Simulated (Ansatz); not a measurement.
Runs of Ansatz 0.2.0 on Ta3N. It takes space group P-3m1 (No. 164, trigonal). Conventional cell: a = 3.032 Å, b = 3.032 Å, c = 7.524 Å, α = 90.00°, β = 90.00°, γ = 120.00°. Around Ta (site symmetry 3m) lie 3 N at 2.19 Å. Ta (site symmetry -3m) has 12 Ta at 3.01 to 3.03 Å as nearest neighbours. N (site symmetry -3m) is surrounded by 6 Ta at 2.19 Å. The cell comes from a database or a generator and needn't be the stable form of this composition.

| level | U | hubbard projectors | double counting | gap on the mesh (eV) | pressure (GPa) | largest force (eV/Å) |
| --- | --- | --- | --- | --- | --- | --- |
| PBE+U | Ta d U = 1 eV | ortho-atomic (the default) | fll (the default) | none | 0.0 | 0.10 |
| PBE+U | Ta d U = 8 eV | ortho-atomic (the default) | fll (the default) | none | 15.7 | 0.57 |
| PBE+U | Ta d U = 5 eV | ortho-atomic (the default) | fll (the default) | none | 4.1 | 0.02 |
| PBE | - | - | - | none | -0.7 | 0.13 |
| PBE+U | Ta d U = 6 eV | ortho-atomic (the default) | fll (the default) | none | 5.7 | (b) |
| PBE+U | Ta d U = 3 eV | ortho-atomic (the default) | fll (the default) | none | 1.8 | 0.03 |
| PBE+U | Ta d U = 2 eV | ortho-atomic (the default) | fll (the default) | none | (a) | 0.06 |
| PBE+U | Ta d U = 4 eV | ortho-atomic (the default) | fll (the default) | none | 2.8 | 0.02 |

Alike in all rows: task projected density of states; potentials or basis Ansatz PAW; no spin polarisation; cell as given; k mesh 10 × 10 × 4; cutoff (eV) 420; smearing fermi-dirac 0.05 eV.

Task: Fill in the values left out.

Result: (a) 0.9; (b) 0.07.

Caveats: the density of states is complete only up to the lowest level of the last band computed; U without spin polarisation on a metal has little footing (some runs).

A k mesh can miss the band edges, and the runs leave out spin-orbit coupling on Ta.

A gap of «none» marks a metal or a gap under the smearing width.
